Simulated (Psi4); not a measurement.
**BCl2F (dichlorofluoroborane), step by step**

Aim: a series of 10 runs (PBE-D4/def2-SVP, PBE0-D4/def2-TZVP, PBE-D4/def2-TZVPP, r2SCAN-D4/def2-TZVPP, B3LYP-D4/def2-TZVPP, PBE0-D4/def2-TZVPP, wB97M-V/def2-TZVPP, CCSD(T)/def2-TZVPP, and more) of BCl2F (dichlorofluoroborane). 

Program for the calculation: Psi4 1.11.

### 1 Starting point

The species is BCl2F (4 atoms), meant as a singlet with charge 0. SMILES: `FB(Cl)Cl`. The shape is that of a GFN2-xTB, rattled optimisation. The run starts from this shape.

Bond lengths: F1–B2 1.288 Å, B2–Cl3 1.713 Å, B2–Cl4 1.810 Å. Angles: F1–B2–Cl3 127.0°, F1–B2–Cl4 113.2°, Cl3–B2–Cl4 119.8°.

### 2 A structure relaxation at PBE-D4/def2-SVP (density fitting) (run 1)

Input file calc.py:

```python
import psi4

psi4.set_memory('3300 MB')
psi4.set_num_threads(2)
psi4.set_output_file('output.dat', False)

geom = psi4.geometry("""
0 1
F      0.197385    -1.176570    -0.796473
B     -0.019936    -0.130770    -0.076329
Cl    -1.526477     0.399243     0.542298
Cl     1.473595     0.843795     0.232264
units angstrom
symmetry c1
""")

psi4.set_options({
    'basis': 'def2-SVP',
    'scf_type': 'df',
    'geom_maxiter': 60,
    'max_force_g_convergence': 0.0005,
})

E, wfn = psi4.optimize('pbe-d4', return_wfn=True)
print(f'total energy {E:.8f} hartree = {E * 27.211386:.5f} eV')
print(geom.to_string(dtype='xyz', units='Angstrom'))
```

The run is started by

```bash
$ python calc.py
```

output.dat:

```text
Psi4 1.11 release

gradient() will perform analytic gradient computation.

   => Loading Basis Set <=

    Name: DEF2-SVP
    Role: ORBITAL
    Keyword: BASIS

   => PBE-D4(BJ,EEQ)ATM: Empirical Dispersion <=

        a1 =       0.385750
        a2 =       4.806885
       alp =      16.000000
        s6 =       1.000000
        s8 =       0.959481
        s9 =       1.000000
        ga =       3.000000
        gc =       2.000000
        wf =       6.000000

         ---------------------------------------------------------
                                   SCF
                              RKS Reference
                        2 Threads,   3147 MiB Core
         ---------------------------------------------------------

  ==> Geometry <==

    Molecular point group: c1
    Full point group: C1

    Geometry (in Angstrom), charge = 0, multiplicity = 1:

       Center              X                  Y                   Z               Mass
    ------------   -----------------  -----------------  -----------------  -----------------
         F            0.180562863158    -1.373427202986    -0.907668697810    18.998403162730
         B           -0.036758136842    -0.327627202986    -0.187524697810    11.009305360000
         CL          -1.543299136842     0.202385797014     0.431102302190    34.968852682000
         CL           1.456772863158     0.646937797014     0.121068302190    34.968852682000

  Running in c1 symmetry.

  Rotational constants: A =      0.23555  B =      0.10361  C =      0.07196 [cm^-1]
  Rotational constants: A =   7061.59369  B =   3106.13202  C =   2157.26729 [MHz]
  Nuclear repulsion =  180.959476220667256

  Charge       = 0
  Multiplicity = 1
  Electrons    = 48
  Nalpha       = 24
  Nbeta        = 24

  ==> Algorithm <==

  SCF Algorithm Type is DF.
  DIIS enabled.
  MOM disabled.
  Fractional occupation disabled.
  Guess Type is SAD.
  Energy threshold   = 1.00e-08
  Density threshold  = 1.00e-08
  Integral threshold = 1.00e-12

  ==> Primary Basis <==

  Basis Set: DEF2-SVP
    Blend: DEF2-SVP
    Number of shells: 28
    Number of basis functions: 64
    Number of Cartesian functions: 68
    Spherical Harmonics?: true
    Max angular momentum: 2

  ==> DFT Potential <==

   => LibXC <=

    Version 7.1.2

   => Composite Functional: PBE-D4BJEEQATM <=

    PBE GGA Exchange-Correlation Functional

    Deriv               =              1
    GGA                 =           TRUE
    Meta                =          FALSE

    Exchange Hybrid     =          FALSE
    MP2 Hybrid          =          FALSE

   => Exchange Functionals <=

    1.0000     XC_GGA_X_PBE

   => Correlation Functionals <=

    1.0000     XC_GGA_C_PBE

   => LibXC Density Thresholds  <==

    XC_GGA_C_PBE:  1.00E-12
    XC_GGA_X_PBE:  1.00E-15

   => Molecular Quadrature <=

    Radial Scheme          =       TREUTLER
    Pruning Scheme         =           NONE
    Nuclear Scheme         =       TREUTLER

    Blocking Scheme        =         OCTREE
    BS radius alpha        =              1
    Pruning alpha          =              1
    Radial Points          =             75
    Spherical Points       =            302
    Total Points           =          85151
    Total Blocks           =            708
    Max Points             =            256
    Max Functions          =             62
    Weights Tolerance      =       1.00E-15

   => Loading Basis Set <=

    Name: (DEF2-SVP AUX)
    Role: JKFIT
    Keyword: DF_BASIS_SCF

  ==> Integral Setup <==

  DFHelper Memory: AOs need 0.014 GiB; user supplied 2.183 GiB.
  SCF_SUBTYPE=INCORE selected. In-core MEM_DF algorithm will be used.
  Using in-core AOs.

  ==> MemDFJK: Density-Fitted J/K Matrices <==

    J tasked:                   Yes
    K tasked:                    No
    wK tasked:                   No
    Memory [MiB]:              2235
    Algorithm:                 Core
    Schwarz Cutoff:           1E-12
    Mask sparsity (%):       2.4902
    Fitting Condition:        1E-10

   => Auxiliary Basis Set <=

  Basis Set: (DEF2-SVP AUX)
    Blend: DEF2-UNIVERSAL-JKFIT
    Number of shells: 126
    Number of basis functions: 408
    Number of Cartesian functions: 492
    Spherical Harmonics?: true
    Max angular momentum: 4

  Cached 100.0% of DFT collocation blocks in 0.122 [GiB].

  Minimum eigenvalue in the overlap matrix is 1.8104230353E-02.
  Reciprocal condition number of the overlap matrix is 5.0417801676E-03.
    Using symmetric orthogonalization.

  ==> Pre-Iterations <==

  SCF Guess: Superposition of Atomic Densities via on-the-fly atomic UHF (no occupation information).

   -------------------------
    Irrep   Nso     Nmo
   -------------------------
     A         64      64
   -------------------------
    Total      64      64
   -------------------------

  ==> Iterations <==

                           Total Energy        Delta E     RMS |[F,P]|

   @DF-RKS iter SAD: -1044.23357675274065   -1.04423e+03   0.00000e+00
[... 4 lines left out ...]
   @DF-RKS iter   5: -1044.34254417574084   -8.45945e-05   1.53685e-04 ADIIS/DIIS
[... 4 lines left out ...]
   @DF-RKS iter  10: -1044.34259919178362   -1.12095e-10   2.87994e-08 DIIS
[... 38 lines left out ...]
    Nuclear Repulsion Energy =            180.9594762206672556
[... 4 lines left out ...]
    VV10 Nonlocal Energy =                  0.0000000000000000
[... 90 lines left out ...]
    Weights Tolerance      =       1.00E-15
[... 132 lines left out ...]
    Weights Tolerance      =       1.00E-15
[... 44 lines left out ...]
   @DF-RKS iter   3: -1044.34573764901120   -3.56922e-03   1.74472e-04 ADIIS/DIIS
[... 4 lines left out ...]
   @DF-RKS iter   8: -1044.34579226090841   -2.08342e-09   9.18965e-08 DIIS
[... 15 lines left out ...]
  @DF-RKS Final Energy: -1044.34579226092978
[... 7 lines left out ...]
    Empirical Dispersion Energy =          -0.0035282862792638
[... 18 lines left out ...]
 Dipole Z            :         -0.5459655            0.5578416            0.0118761
[... 96 lines left out ...]
	  Convergence Criteria              o    5.00e-04 *             o             o             o
[... 90 lines left out ...]
   @DF-RKS iter   2: -1044.29006780621307    3.25615e-02   5.21774e-03 ADIIS/DIIS
[... 4 lines left out ...]
   @DF-RKS iter   7: -1044.33839961265289   -8.46757e-07   4.50033e-06 DIIS
[... 4 lines left out ...]
  Energy and wave function converged.
[... 18 lines left out ...]
    Two-Electron Energy =                 646.9873209384393249
[... 18 lines left out ...]
 Dipole X            :          0.3410703           -0.1126091            0.2284611
[... 91 lines left out ...]
	Measures of convergence in internal coordinates in au.
[... 95 lines left out ...]
   @DF-RKS iter   0: -1044.35265476743780   -1.04435e+03   2.51846e-03
[... 4 lines left out ...]
   @DF-RKS iter   5: -1044.34446885432294   -5.74102e-06   1.10537e-05 DIIS
[... 4 lines left out ...]
   @DF-RKS iter  10: -1044.34446918470667   -4.54747e-13   2.18102e-09 DIIS
[... 18 lines left out ...]
    One-Electron Energy =               -1800.4505766067222794
[... 4 lines left out ...]
    Total Energy =                      -1044.3444691847066679
[... 104 lines left out ...]
	                                 ==> Convergence Check <==
[... 95 lines left out ...]
                           Total Energy        Delta E     RMS |[F,P]|
[... 5 lines left out ...]
   @DF-RKS iter   4: -1044.34698062814573   -2.33433e-05   2.71099e-05 DIIS
[... 4 lines left out ...]
   @DF-RKS iter   9: -1044.34698195637134   -1.09139e-11   7.46824e-09 DIIS
[... 18 lines left out ...]
    One-Electron Energy =               -1801.1335418405599285
[... 4 lines left out ...]
    Total Energy =                      -1044.3469819563713372
[... 104 lines left out ...]
	                                 ==> Convergence Check <==
[... 95 lines left out ...]
                           Total Energy        Delta E     RMS |[F,P]|
[... 5 lines left out ...]
   @DF-RKS iter   4: -1044.34705667118601   -2.85179e-06   1.35971e-05 DIIS
[... 4 lines left out ...]
   @DF-RKS iter   9: -1044.34705697012441    9.09495e-13   3.16085e-09 DIIS
[... 18 lines left out ...]
    One-Electron Energy =               -1800.8633208157762056
[... 4 lines left out ...]
    Total Energy =                      -1044.3470569701244131
[... 104 lines left out ...]
	                                 ==> Convergence Check <==
[... 95 lines left out ...]
                           Total Energy        Delta E     RMS |[F,P]|
[... 5 lines left out ...]
   @DF-RKS iter   4: -1044.34705993316743   -3.13521e-08   1.23155e-06 DIIS
[... 4 lines left out ...]
  Energy and wave function converged.
[... 11 lines left out ...]
       1A   -100.660797     2A   -100.660760     3A    -24.299530
       4A     -9.197222     5A     -9.197191     6A     -7.025562
       7A     -7.025533     8A     -7.019242     9A     -7.019220
[... 4 lines of this table left out ...]
      22A     -0.316557    23A     -0.303353    24A     -0.284454

    Virtual:

      25A     -0.063901    26A      0.027486    27A      0.099566
      28A      0.144178    29A      0.150151    30A      0.192779
      31A      0.242657    32A      0.342290    33A      0.539242
[... 9 lines of this table left out ...]
      61A      2.951636    62A      3.181743    63A      3.264923
      64A      3.642348

    Final Occupation by Irrep:
              A
    DOCC [    24 ]
    NA   [    24 ]
    NB   [    24 ]

  @DF-RKS Final Energy: -1044.34705993545936

   => Energetics <=

    Nuclear Repulsion Energy =            180.0874625273063145
    One-Electron Energy =               -1801.0891875882621207
    Two-Electron Energy =                 647.1885996278027733
    DFT Exchange-Correlation Energy =     -70.5304089652822768
    Empirical Dispersion Energy =          -0.0035255370243008
    VV10 Nonlocal Energy =                  0.0000000000000000
    Total Energy =                      -1044.3470599354593560

Computation Completed

Properties will be evaluated at   0.000000,   0.000000,   0.000000 [a0]

Properties computed using the SCF density matrix

 Multipole Moments:

 ------------------------------------------------------------------------------------
     Multipole            Electronic (a.u.)      Nuclear  (a.u.)        Total (a.u.)
 ------------------------------------------------------------------------------------

 L = 1.  Multiply by 2.5417464519 to convert [e a0] to [Debye]
 Dipole X            :          0.0719760           -0.0796066           -0.0076306
 Dipole Y            :         -0.7354172            0.8158272            0.0804101
 Dipole Z            :         -0.4794571            0.5318954            0.0524383
 Magnitude           :                                                    0.0963005

 ------------------------------------------------------------------------------------

	total time  =          8 seconds =       0.13 minutes

         ------------------------------------------------------------
                                   SCF GRAD
         ------------------------------------------------------------

  ==> Geometry <==

    Molecular point group: c1
    Full point group: C1

    Geometry (in Angstrom), charge = 0, multiplicity = 1:

       Center              X                  Y                   Z               Mass
    ------------   -----------------  -----------------  -----------------  -----------------
         F            0.136150769692    -1.395679601587    -0.910008789244    18.998403162730
         B            0.028376157099    -0.290553924849    -0.189387915936    11.009305360000
         CL          -1.544870916844     0.183647201703     0.422201712111    34.968852682000
         CL           1.461967167661     0.666094164117     0.131826852507    34.968852682000

  Nuclear repulsion =  180.087462527306315

   => Molecular Quadrature <=

    Radial Scheme          =       TREUTLER
    Pruning Scheme         =           NONE
    Nuclear Scheme         =       TREUTLER

    Blocking Scheme        =         OCTREE
    BS radius alpha        =              1
    Pruning alpha          =              1
    Radial Points          =             75
    Spherical Points       =            302
    Total Points           =          85157
    Total Blocks           =            715
    Max Points             =            256
    Max Functions          =             62
    Weights Tolerance      =       1.00E-15

  -Total Gradient:
     Atom            X                  Y                   Z
    ------   -----------------  -----------------  -----------------
       1        0.000017236828    -0.000109760677    -0.000077708206
       2        0.000031485071     0.000109776754     0.000075526419
       3       -0.000029918069    -0.000002409027     0.000000667711
       4       -0.000015810182    -0.000028138951    -0.000018404374

	total time  =          2 seconds =       0.03 minutes

    			-----------------------------------------

    			 OPTKING 3.0: for geometry optimizations

    			        with contributions from

    			-----------------------------------------

	                            ===> Fragment 1 <==

	 Z (Atomic Numbers)          Masses                          Geom
	       9.000000            18.998403          0.25728767 -2.63745221 -1.71966738
	       5.000000            11.009305          0.05362317 -0.54906734 -0.35789129
	      17.000000            34.968853         -2.91938293  0.34704291  0.79784561
	      17.000000            34.968853          2.76271755  1.25873554  0.24911665

	 - Coordinate -           - BOHR/RAD -       - ANG/DEG -
	 R(1,2)           =         2.501453           1.323712
	 R(2,3)           =         3.313232           1.753287
	 R(2,4)           =         3.312975           1.753151
[... 5 lines of this table left out ...]
	 O(4,2,1,3)       =         0.000111           0.006387

	        --- Internal Coordinate Step in ANG or DEG, aJ/ANG or AJ/DEG ---
	-------------------------------------------------------------------------------
	           Coordinate      Previous         Force          Change          New
	           ----------      --------        ------          ------        ------
	               R(1,2)       1.32371       -0.00104       -0.00014       1.32357
	               R(2,3)       1.75329       -0.00025       -0.00009       1.75319
	               R(2,4)       1.75315        0.00022        0.00009       1.75324
[... 5 lines of this table left out ...]
	           O(4,2,1,3)       0.00639       -0.00000       -0.00730      -0.00091
	-------------------------------------------------------------------------------

	                                 ==> Convergence Check <==

	Measures of convergence in internal coordinates in au.

	Criteria marked as inactive (o), active & met (*), and active & unmet ( ).

	----------------------------------------------------------------------------------------------
	   Step    Total Energy     Delta E     Max Force     RMS Force      Max Disp      RMS Disp
	----------------------------------------------------------------------------------------------
	  Convergence Criteria              o    5.00e-04 *             o             o             o
	----------------------------------------------------------------------------------------------
	     7   -1044.34705994   -2.97e-06 o    1.26e-04 *    4.51e-05 o    2.63e-04 o    1.47e-04 o  ~
	----------------------------------------------------------------------------------------------

Next Geometry in Ang
	Fragment 1 (Ang)

	    F   0.1361267462  -1.3956386052  -0.9099542204
	    B   0.0283247174  -0.2905964726  -0.1894653898
	   Cl  -1.5447829158   0.1836306918   0.4221922711
	   Cl   1.4619546298   0.6661122253   0.1318591985

    Final optimized geometry and variables:
    Molecular point group: c1
    Full point group: C1

    Geometry (in Angstrom), charge = 0, multiplicity = 1:

    F            0.136150769692    -1.395679601587    -0.910008789244
    B            0.028376157099    -0.290553924849    -0.189387915936
    CL          -1.544870916844     0.183647201703     0.422201712111
    CL           1.461967167661     0.666094164117     0.131826852507

[set-up sections that repeat, and orbital energies of the middle runs, are left out above]
```

The script printed:

```text
Optimizer: Optimization complete!
total energy -1044.34705994 hartree = -28418.13097 eV
4
0 1 BCl2F
F                     0.136150769692    -1.395679601587    -0.910008789244
B                     0.028376157099    -0.290553924849    -0.189387915936
Cl                   -1.544870916844     0.183647201703     0.422201712111
Cl                    1.461967167661     0.666094164117     0.131826852507
```

It took 88 s on 2 threads of AMD EPYC (Zen 3), shared host; peak memory 0.41 GiB.

Step by step:

```csv
step,energy from the first frame kept (eV),largest force (eV/Å)
0,0.0000,2.6481
1,-0.0869,1.3032
2,0.1143,2.8507
3,-0.0509,1.2345
4,-0.1193,0.3942
5,-0.1213,0.0496
6,-0.1214,0.0070
```

After the run. Bond lengths: F1–B2 1.324 Å, B2–Cl3 1.753 Å, B2–Cl4 1.753 Å. Angles: F1–B2–Cl3 119.3°, F1–B2–Cl4 119.3°, Cl3–B2–Cl4 121.5°.

(Part 1 of 2 ends here.)
